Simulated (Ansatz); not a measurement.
# C₅H₁₄N₂: up Jacob's ladder to CCSD(T)

The task here is to estimate one member of a computed series from the others.

Program: Ansatz 0.2.0, Gaussian basis. Level of theory: functionals in def2-TZVPP, the program's frozen cores in correlated methods. These are calculated values, not measurements.

The runs, in order: PBE-D4, r2SCAN-D4, PBE0-D4, B3LYP-D4, ωB97X-V, ωB97M-V, B2PLYP; CCSD(T)/def2-TZVPP; MP2/def2-QZVPP; extrapolation to the limit.

**The geometry**

An earlier PBE0-D4 in a triple-zeta def2 set relaxation fixed the geometry.

21 atoms, charge 0, spin multiplicity 1.

Atoms are counted from 1 here; the program's logs count them from 0.

Bond lengths: C1–N2 1.441 Å, C1–H8 1.093 Å, C1–H9 1.093 Å, C1–H10 1.104 Å, N2–C3 1.441 Å, N2–C4 1.449 Å, C3–H11 1.093 Å, C3–H12 1.104 Å, C3–H13 1.093 Å, C4–C5 1.527 Å, C4–H14 1.096 Å, C4–H15 1.097 Å, C5–C6 1.526 Å, C5–H16 1.097 Å, C5–H17 1.096 Å, C6–N7 1.453 Å, C6–H18 1.096 Å, C6–H19 1.094 Å and more. Angles: N2–C1–H8 109.5°, N2–C1–H9 109.8°, N2–C1–H10 114.1°, H8–C1–H9 107.9°, H8–C1–H10 107.4°, H9–C1–H10 108.0°, C1–N2–C3 112.3°, C1–N2–C4 114.0°, C3–N2–C4 114.0°, N2–C3–H11 109.5°, N2–C3–H12 114.1°, N2–C3–H13 109.8°, H11–C3–H12 107.4°, H11–C3–H13 107.9°, H12–C3–H13 108.0°, N2–C4–C5 117.3°, N2–C4–H14 107.0°, N2–C4–H15 107.6° and more.

Coordinates:

```
C    -0.1014   -0.8274   -2.0749
N    -0.6663   -1.1753   -0.7963
C    -0.0985   -2.3851   -0.2582
C    -0.7122   -0.0756    0.1460
C     0.6208    0.4738    0.6480
C     0.4491    1.6311    1.6282
N    -0.1366    2.8528    1.1023
H    -0.2750   -1.6407   -2.7847
H    -0.5912    0.0686   -2.4648
H     0.9863   -0.6378   -2.0506
H    -0.2778   -3.2120   -0.9507
H     0.9904   -2.3323   -0.0821
H    -0.5819   -2.6306    0.6908
H    -1.2804    0.7313   -0.3304
H    -1.3036   -0.4037    1.0102
H     1.2336    0.8108   -0.1965
H     1.1849   -0.3232    1.1452
H    -0.1695    1.3028    2.4715
H     1.4242    1.8863    2.0546
H    -1.0855    2.6988    0.7875
H     0.3909    3.1873    0.3048
```

The first run:

Input file in.yaml:

```yaml
crystal:
  periodic: [false, false, false]
  atoms:
    - {symbol: C, position_ang: [-0.101433, -0.827374, -2.074881]}
    - {symbol: N, position_ang: [-0.666340, -1.175329, -0.796269]}
    - {symbol: C, position_ang: [-0.098457, -2.385086, -0.258206]}
    - {symbol: C, position_ang: [-0.712222, -0.075629, 0.146033]}
    - {symbol: C, position_ang: [0.620754, 0.473847, 0.647999]}
    - {symbol: C, position_ang: [0.449102, 1.631137, 1.628222]}
    - {symbol: N, position_ang: [-0.136616, 2.852779, 1.102341]}
    - {symbol: H, position_ang: [-0.275043, -1.640676, -2.784668]}
    - {symbol: H, position_ang: [-0.591244, 0.068605, -2.464828]}
    - {symbol: H, position_ang: [0.986289, -0.637759, -2.050562]}
    - {symbol: H, position_ang: [-0.277788, -3.211983, -0.950676]}
    - {symbol: H, position_ang: [0.990366, -2.332277, -0.082130]}
    - {symbol: H, position_ang: [-0.581942, -2.630636, 0.690771]}
    - {symbol: H, position_ang: [-1.280404, 0.731289, -0.330395]}
    - {symbol: H, position_ang: [-1.303610, -0.403694, 1.010179]}
    - {symbol: H, position_ang: [1.233649, 0.810801, -0.196475]}
    - {symbol: H, position_ang: [1.184907, -0.323167, 1.145163]}
    - {symbol: H, position_ang: [-0.169522, 1.302796, 2.471465]}
    - {symbol: H, position_ang: [1.424194, 1.886322, 2.054639]}
    - {symbol: H, position_ang: [-1.085545, 2.698762, 0.787531]}
    - {symbol: H, position_ang: [0.390895, 3.187270, 0.304757]}
basis:
  gaussian: {orbitals: def2-TZVPP}
hamiltonian: {xc: pbe, dispersion: d4}
output: {forces: true, orbitals: {seedname: orbitals}}
```

Launch:

```bash
$ ansatz run in.yaml --threads 2 --pin off --events-out ev --progress --plain --max-ram 32768MiB --backend cuda --devices 0, --max-vram 18GiB
```

Among the steps run: PBE-D4 (GGA); r2SCAN-D4 (meta-GGA); PBE0-D4 (hybrid); B3LYP-D4 (hybrid); ωB97X-V (range-separated); ωB97M-V (range-separated); B2PLYP (double hybrid); CCSD(T) in def2-TZVPP; MP2 in def2-QZVPP.

One table of the session follows, with a row left open; its other results are not shown here.

```
            method  atoms, summed (eV)  atomisation energy (kcal/mol)
            PBE-D4           -8300.527                         1956.7
         r2SCAN-D4           -8308.333                         1912.9
           PBE0-D4           -8302.983                         1927.5
          B3LYP-D4           -8314.044                         1921.5
           ωB97X-V                   ?                              ?
           ωB97M-V           -8308.581                         1922.4
            B2PLYP           -8306.394                         1896.9
     HF/def2-TZVPP           -8279.479                         1389.1
    MP2/def2-TZVPP           -8293.636                         1884.6
   CCSD/def2-TZVPP           -8297.287                         1842.9
CCSD(T)/def2-TZVPP           -8297.687                         1867.9
           MP2/CBS           -8296.098                         1930.9
       CCSD(T)/CBS           -8300.149                         1914.3
```

Estimate the missing values for ωB97X-V.

**Answer.** atoms, summed (eV): -8310.696; atomisation energy (kcal/mol): 1921.3. In the column «atoms, summed (eV)» it lies between B3LYP-D4 (-8314.044) and ωB97M-V (-8308.581).

Limits of these values: Free atoms (5 C, 2 N, 14 H) were run apart at each level; the atomisation energy is their sum less the molecule, without zero-point or spin-orbit terms.
